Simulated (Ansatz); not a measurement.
# SnSe: a tetragonal deformation path

The task here is to estimate one member of a computed series from the others.

Method: DFT r2SCAN, scalar-relativistic, plane waves, PAW, in Ansatz 0.2.0.

**The starting structure**

Symmetry: P4/nmm, No. 129, tetragonal system. Conventional cell: a = 4.285 Å, b = 4.285 Å, c = 10.991 Å, α = 90.00°, β = 90.00°, γ = 90.00°. Sn (site symmetry 4mm) has 5 Se at 2.68 to 3.03 Å in its first shell of neighbours. Se (site symmetry 4mm) has 5 Sn at 2.68 to 3.03 Å in its first shell of neighbours.

As a file:

```cif
data_structure
_symmetry_space_group_name_H-M 'P4/nmm:1'
_symmetry_Int_Tables_number 129
_cell_length_a 4.2853
_cell_length_b 4.2853
_cell_length_c 10.9907
_cell_angle_alpha 90.000
_cell_angle_beta 90.000
_cell_angle_gamma 90.000
_cell_volume 201.83
loop_
_atom_site_label
_atom_site_type_symbol
_atom_site_symmetry_multiplicity
_atom_site_Wyckoff_symbol
_atom_site_fract_x
_atom_site_fract_y
_atom_site_fract_z
_atom_site_occupancy
Sn1 Sn 2 c 0.50000 0.00000 0.37223 1
Se1 Se 2 c 0.50000 0.00000 0.61604 1
```

It goes back to an entry of the Materials Project, which need not be the stable form.

The cell is taken as given, not relaxed at this level.

**Zero of energy**

The reference gives a free energy of -23034.9945 eV, pressure 0.02 GPa, largest force 0.025 eV/Å and gap on the mesh 1.32 eV. It was computed beforehand with the settings of the runs below.

The first run:

At fixed volume and fractional coordinates, lengths along (0.000, 0.000, 1.000) are scaled against those across it; ρ is that ratio over its starting value.

input.yaml

```yaml
crystal:
  lattice:
    - [4.5238795632, 0.0, 0.0]
    - [0.0, 4.5238795632, 0.0]
    - [0.0, 0.0, 9.862136134]
  atoms:
    - { symbol: Sn, position: [0.5, 0.0, 0.37222911] }
    - { symbol: Sn, position: [0.0, 0.5, 0.62777089] }
    - { symbol: Se, position: [0.5, 0.0, 0.61603949] }
    - { symbol: Se, position: [0.0, 0.5, 0.38396051] }
basis:
  ecutwfc: 500
kpoints:
  mp_grid: { grid: [8, 8, 4] }
hamiltonian:
  xc: r2scan
scf:
  occupations: { method: gaussian, width: 0.05 }
output:
  forces: true
  stress: true
  eigenvalues: true
  write_density: true
  write_potential: true
  elf: true
  volumetric_format: npy
```

Started as:

```bash
$ ansatz run input.yaml --threads 1 --pin off --max-ram 2560MiB --backend cpu --events-out ev --progress --plain --runs-dir out
```

Among the steps run: ρ = 0.850; At ρ = 1.200; At ρ = 0.920; Point ρ = 1.100; At ρ = 0.960; At ρ = 1.050; Point ρ = 0.800; ρ = 1.300.

One table of the session follows, with a row left open; its other results are not shown here.

The scan, with free energies counted from the undisturbed cell:

| ρ | ΔE (meV/atom) | pressure (GPa) | gap on the mesh (eV) |
| --- | --- | --- | --- |
| 0.800 | 346.3 | 3.4 | 1.87 |
| 0.850 | 172.4 | 1.7 | 1.69 |
| 0.920 | 41.1 | 0.4 | 1.45 |
| 0.960 | 9.0 | 0.1 | 1.36 |
| 1.000 | 0.0 | 0.0 | 1.32 |
| 1.050 | 13.3 | 0.2 | 1.25 |
| 1.100 | ? | ? | ? |
| 1.200 | 147.3 | 1.9 | 0.64 |
| 1.300 | 275.9 | 3.7 | 0.35 |

**Question.** Estimate the row for ρ = 1.100.

Worked estimate for «ΔE (meV/atom)». A straight line through the neighbours (1.050, 13.3) and (1.200, 147.3) gives 13.3 + (147.3 − 13.3) × (1.100 − 1.050) / (1.200 − 1.050) = 58.0; a parabola fitted to 4 rows on both sides gives 50.5.

**Answer.** ΔE (meV/atom): 46.2; pressure (GPa): 0.6; gap on the mesh (eV): 1.02. In «ΔE (meV/atom)» the line misses by +11.8 and the parabola by +4.3.

Limits of these values: Warnings in the runs' records: xc potential rough in thin density.
